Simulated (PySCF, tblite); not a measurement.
**C6H5N2 radical: geometry, infrared bands and EPR parameters**

Aim: predict the infrared bands and EPR parameters of C6H5N2 radical (`C#Cc1cnn([CH2])c1`).

Programs: tblite 0.8.0 and PySCF 2.14.0, with density-fitted response routines of our own. Each step states its level of theory. These are calculated values for one molecule in the gas phase, unless marked as measured. Atoms are numbered from 0 throughout.

### Step 1. Starting geometry

13 atoms, charge 0, multiplicity 2; geometry from: force field or distance geometry start.

Bonds of the start (Å): C0–C1 1.19, C1–C2 1.44, C2–C3 1.38, C3–N4 1.33, N4–N5 1.37, N5–C6 1.39, N5–C7 1.37, C7–C2 1.37, C0–H8 1.07, C3–H9 1.10, C6–H10 1.08, C6–H11 1.07, C7–H12 1.07.

### Step 2. Geometry optimisation with GFN2-xTB

Job settings and geometry (Å):

```
{"job": {"kind": "relax", "xc": "GFN2-xTB", "basis": "xTB"}, "charge": 0, "multiplicity": 2}
C     -3.386500    -0.135200    -0.329400
C     -2.221400    -0.156700    -0.111800
C     -0.812300    -0.198900     0.169000
C     -0.142100    -0.813300     1.207200
N      1.177600    -0.640400     1.152800
N      1.366800     0.116800     0.030700
C      2.600200     0.549400    -0.427800
C      0.170100     0.403700    -0.574800
H     -4.435600    -0.109600    -0.528700
H     -0.550900    -1.404600     2.037300
H      3.464800     0.254200     0.147400
H      2.644700     1.141600    -1.318600
H      0.120400     0.993600    -1.471100
```

The run is started by

```
> OMP_NUM_THREADS=1 python probes_run.py task.json out
```

The driver reads the jobs from task.json and runs them one after another.

**Question.** This job is followed by: GFN2-xTB harmonic vibrations, gas phase; UKS B3LYP, pcH-1 on C H N, non-relativistic, mean-field spin-orbit, GIAO. Predict these results of the whole session: strongest single infrared mode (GFN2-xTB); zero-point energy (GFN2-xTB); g(iso) (B3LYP); ⟨S²⟩; largest a(iso) (averaged by class); potential on the surface of density 0.002 e/bohr³, 1st and 99th percentile.

The runs gave:

| quantity | value |
| --- | --- |
| strongest single infrared mode (GFN2-xTB) | 1504 cm⁻¹, 56 km/mol |
| zero-point energy (GFN2-xTB) | 57.4 kcal/mol |
| g(iso) (B3LYP) | 2.00256 |
| ⟨S²⟩ | 0.757 (exact 0.75) |
| largest a(iso) (averaged by class) | 13C on C6, 70.2 MHz |
| potential on the surface of density 0.002 e/bohr³, 1st and 99th percentile | -1.48 V and 1.53 V |

What this shows: The optimisation took 36 steps and gained 0.195 eV; among the close pairs (by a distance rule), N5–C6 changed most, from 1.385 to 1.332 Å. All 33 modes are real, so the xTB geometry is a minimum. The strongest single mode, at 1504 cm⁻¹, is carried by N5, C6, N4, C3. Unscaled tight-binding wavenumbers are off by several per cent, some by more. Its intensities can rank the bands wrongly. Most of the unpaired spin sits on C6 (0.85 e). The isotropic g lies 0.2 ppt above the free-electron value. The conformer search found further structures of the same energy, which may be mirror or relabelled copies of this one.
